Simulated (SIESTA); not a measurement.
Runs of SIESTA 5.4.2 on SiF. The structure is cubic, space group Pm-3m (No. 221). Conventional cell: a = 3.029 Å, b = 3.029 Å, c = 3.029 Å, α = 90.00°, β = 90.00°, γ = 90.00°. Around Si (site symmetry m-3m) lie 8 F at 2.62 Å. Around F (site symmetry m-3m) lie 8 Si at 2.62 Å. The cell was built by a generator and needn't be a form met in nature.

```tsv
level	gap on the mesh (eV)	pressure (GPa)
vdW-DF-cx	none	-1.3
vdW-DF2	none	(a)
vdW-DF	none	6.1
vdW-DF-C09	none	(b)
optB88-vdW	none	2.2
```

Alike in all rows: task single point; potentials or basis PseudoDojo 0.4 standard (PBE files), DZP (energy shift 0.003 Ry); no spin polarisation; cell as given; k mesh 9 × 9 × 9; smearing fermi-dirac 0.05 eV; grid cutoff 800 Ry; energy shift 0.003 Ry.

Problem. Estimate the missing entries.

Solution. (a) 10.2; (b) -1.7.

Caveats: the potentials were made for another functional, which shifts forces and pressure; the basis of atomic orbitals isn't converged, which shifts pressures, moduli and gaps; an odd number of electrons without spin polarisation forces a metal; a magnetic or distorted state may lie lower.

A gap of «none» marks a metal or a gap under the smearing width.

Runs at the PBE level aren't shown here.
